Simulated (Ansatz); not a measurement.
# BGe₂ (quartet): from Hartree-Fock to the top rungs, cc-pVDZ

The task here is to estimate one member of a computed series from the others.

Computed with Ansatz 0.2.0, Gaussian basis. Level: cc-pVDZ, core rule «outside noble gas», up to 29 orbitals frozen.

To be run: UHF; CCSD(T) on ROHF; CCSD(T) on UHF; BCCD(T) on ROHF; CISD as a restricted active space (open shells left free, so some higher excitations enter); CCSDT(Q) on ROHF; CCSDT(Q) on UHF; CASSCF and MRCISD+Q, 11 electrons in 11 orbitals; CASSCF and NEVPT2, 11 electrons in 11 orbitals.

25 further runs of the same task are left out: 1 for a known fault of the program, 14 that didn't finish, 10 set aside as unsound or not needed. Runs told in other sessions of the task aren't counted.

### The geometry

The geometry is a PBE0/def2-TZVP stationary point (not a proven minimum). No spin-orbit coupling is included. The filled d shell of Ge may be among the frozen orbitals whatever the setting's name suggests.

3 atoms, charge 0, spin multiplicity 4.

Atoms are counted from 1 here; the program's logs count them from 0.

Bond lengths: Ge1–B2 2.025 Å, B2–Ge3 2.025 Å. Angles: Ge1–B2–Ge3 180.0°.

The first run:

The input, in.yaml:

```yaml
crystal:
  periodic: [false, false, false]
  atoms:
    - {symbol: Ge, position_ang: [0.000000, 0.000000, 2.025400]}
    - {symbol: B, position_ang: [0.000000, 0.000000, 0.000000]}
    - {symbol: Ge, position_ang: [0.000000, 0.000000, -2.025400]}
basis:
  gaussian: {orbitals: cc-pVDZ}
magnetization: {spin_polarized: true, initial_magnetization: 3}
hamiltonian: {xc: hf}
output: {orbitals: {seedname: orbitals}}
```

Launch:

```console
ansatz run in.yaml --threads 1 --pin off --events-out ev --progress --plain --max-ram 2393MiB
```

Steps of the session up to this table: UHF; CCSD(T) on ROHF; CCSD(T) on UHF; BCCD(T) on ROHF; CISD as a restricted active space (open shells left free, so some higher excitations enter); CCSDT(Q) on ROHF; CCSDT(Q) on UHF; CASSCF and MRCISD+Q, 11 electrons in 11 orbitals; CASSCF and NEVPT2, 11 electrons in 11 orbitals.

One of the session's tables, all rows but one given; the rest of the session is left out.

```
           method  from UCCSDT(Q) (meV)
             ROHF               +6191.1
              UHF               +6006.8
             RMP2               +1429.8
             UMP2               +1463.7
             CISD                +892.4
            RCCSD                +331.5
            UCCSD                +321.5
         RCCSD(T)                 +80.9
         UCCSD(T)                 +76.6
          BCCD(T)                 +79.4
           RCCSDT                 +25.6
           UCCSDT                 +20.0
        RCCSDT(Q)                     ?
        UCCSDT(Q)                     0
  CASSCF frontier               +4315.4
  MRCISD frontier                +457.6
MRCISD+Q frontier                 +48.9
```

Estimate the missing values for RCCSDT(Q).

As computed: from UCCSDT(Q) (meV): +5.8. In the column «from UCCSDT(Q) (meV)» it lies between UCCSDT(Q) (0) and UCCSDT (+20.0).

Not comparable, so not listed: CASSCF and NEVPT2, 11 electrons in 11 orbitals (they don't share determinant, frozen orbitals or solution with the rows shown, or repeat one).

To keep in mind: Restricted and unrestricted rows rest on different reference determinants; a gap between their highest levels can come from leftover correlation error, from unlike frozen cores or from another state. Warnings in the runs' records: passed over end.
